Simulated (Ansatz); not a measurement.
# Ta4NiO11: relaxation of cell and atoms with r2SCAN

The system is Ta4NiO11.

```
CELL_PARAMETERS angstrom
5.29285 -0.00032 -0.02518
-0.04190 5.33569 0.02340
-0.47620 -0.07999 7.89609
ATOMIC_POSITIONS crystal
Ta 0.52261 0.46364 0.51843
Ta 0.55532 0.53163 0.98083
Ta 0.02338 0.98832 0.50961
Ta 0.04916 0.02484 0.01689
Ni 0.06538 0.57998 0.26898
O 0.96711 0.93834 0.23892
O 0.21005 0.28324 0.42990
O 0.27287 0.71995 0.06145
O 0.33888 0.23820 0.03682
O 0.30665 0.75341 0.45874
O 0.50103 0.44858 0.74991
O 0.70564 0.16332 0.48732
O 0.73302 0.83358 0.94060
O 0.85284 0.36497 0.07896
O 0.81889 0.65561 0.47584
O 0.07718 0.01239 0.74680
```

The cell was built by a generator and needn't be a form met in nature.

* Program: Ansatz 0.2.0
* Task: relaxation of cell and atoms
* Functional: r2SCAN
* Potentials or basis: Ansatz PAW
* Cutoff: 500 eV (not typed: the program's choice for these potentials)
* k mesh: 4 × 4 × 3
* Occupations: fermi-dirac, width 0.05 eV
* Spin: collinear spin, ferromagnetic start
* Starting moments: [0.0, 0.0, 0.0, 0.0, 1.0, 0.0, 0.0, 0.0, 0.0, 0.0, 0.0, 0.0, 0.0, 0.0, 0.0, 0.0] μB

```yaml
Relaxed_volume: 13.47 Å³/atom
Relaxed_cell: a = 5.243 Å, b = 5.279 Å, c = 7.801 Å, α = 90.24°, β = 93.83°, γ = 90.52°
Space_group_after_relaxing_to_0.05_Å: P1 (No. 1)
Energy_gained_by_relaxing: 6.1 meV/atom
Ionic_steps: 11
Pressure_after_relaxing: 0.0 GPa
Largest_force_after_relaxing: 0.003 eV/Å
Band_gap_on_the_k_mesh: 2.64 eV, indirect (least direct gap 2.72 eV)
Net_moment: 2.00 μB per cell
Absolute_moment: 2.10 μB per cell
Site_moments: Ta +0.00; Ni +1.62; O +0.07, +0.03, +0.05, +0.00, +0.06, +0.04 μB
```

Forces on the atoms (eV/Å):
```
Ta  -0.001  0.001 -0.001
Ta  -0.002  0.001  0.000
Ta   0.000 -0.002  0.002
Ta   0.002 -0.002 -0.001
Ni  -0.001  0.000  0.000
O    0.000  0.000  0.000
O    0.000  0.000 -0.001
O    0.000  0.001 -0.001
O    0.000 -0.002  0.000
O    0.000  0.000 -0.001
O   -0.001  0.000  0.002
O    0.001  0.001 -0.001
O    0.001  0.001  0.000
O    0.002  0.000 -0.001
O    0.000 -0.001  0.000
O   -0.001  0.001  0.002
```

The path:
| step | energy change (eV) | largest force (eV/Å) | volume (Å³) |
| --- | --- | --- | --- |
| 1 | 0.0000 | 0.2967 | 222.94 |
| 2 | -0.0884 | 0.2000 | 216.80 |
| 3 | -0.0955 | 0.0803 | 216.67 |
| 4 | -0.0993 | 0.0624 | 215.98 |
| 5 | -0.1004 | 0.0379 | 215.77 |
| 6 | -0.1010 | 0.0494 | 215.48 |
| 7 | -0.1012 | 0.0253 | 215.53 |
| 8 | -0.1013 | 0.0145 | 215.48 |
| 9 | -0.1014 | 0.0135 | 215.46 |
| 10 | -0.1014 | 0.0031 | 215.44 |
| 11 | -0.0969 | 0.0030 | 215.44 |

Final structure:
```
Ta Ni O
1.0
     5.24327   -0.00329   -0.02889
    -0.04451    5.27869    0.02587
    -0.47775   -0.07478    7.78638
Ta Ni O
4 1 11
Direct
  0.52411 0.46267 0.51866
  0.55369 0.53622 0.98049
  0.02612 0.98749 0.50892
  0.04858 0.02914 0.01707
  0.06519 0.57602 0.26796
  0.95784 0.93328 0.23772
  0.21152 0.28220 0.42518
  0.27181 0.72254 0.06224
  0.33968 0.24112 0.04558
  0.31127 0.75370 0.45509
  0.49053 0.44206 0.75055
  0.70621 0.16009 0.48772
  0.73033 0.83756 0.93430
  0.85266 0.36822 0.07905
  0.82540 0.65185 0.48140
  0.08508 0.01584 0.74807
```

Levels at points of the mesh, in eV from the valence-band top:
Spin up:
| k point | band 66 | band 67 | band 68 | band 69 | band 70 | band 71 | band 72 | band 73 |
| --- | --- | --- | --- | --- | --- | --- | --- | --- |
| (0.00, 0.00, 0.00) | -0.67 | -0.56 | -0.22 | -0.03 | 3.14 | 3.30 | 3.63 | 3.85 |
| (0.00, -0.50, 0.00) | -0.73 | -0.63 | -0.40 | -0.16 | 3.49 | 3.74 | 3.84 | 4.03 |
| (-0.50, 0.00, 0.00) | -0.85 | -0.69 | -0.43 | -0.02 | 3.47 | 3.66 | 3.81 | 4.07 |
| (-0.50, -0.50, 0.00) | -0.99 | -0.91 | -0.71 | -0.10 | 3.60 | 3.79 | 4.05 | 4.31 |
Spin down:
| k point | band 65 | band 66 | band 67 | band 68 | band 69 | band 70 |
| --- | --- | --- | --- | --- | --- | --- |
| (0.00, 0.00, 0.00) | -0.30 | -0.11 | -0.06 | 2.86 | 2.98 | 3.18 |
| (0.00, -0.50, 0.00) | -0.37 | -0.27 | -0.05 | 2.80 | 3.03 | 3.56 |
| (-0.50, 0.00, 0.00) | -0.39 | -0.18 | -0.14 | 2.75 | 3.02 | 3.60 |
| (-0.50, -0.50, 0.00) | -0.40 | -0.32 | -0.12 | 2.66 | 3.03 | 3.64 |

Run time: 9.9 min on 8 threads of Arm Neoverse V1 (shared host), peak memory 2.1 GiB.

Caveat: the magnetic or orbital state may not be the lowest; odd divisions of the mesh miss points on the zone boundary, where band edges often lie, so the gap on the mesh can be too wide; the plane-wave basis is chosen anew once the cell has moved, so the energies of steps on either side of that aren't comparable; spin-orbit coupling is left out, which moves the levels of the heavy elements; a cell with one magnetic atom can't hold antiferromagnetic order, which such compounds often take; the PAW data sets come from PBE, with cores solved anew for the run's functional, which leaves a small shift of forces and pressure. r2SCAN opens gaps a little over a GGA but as a rule still falls short of measured ones.
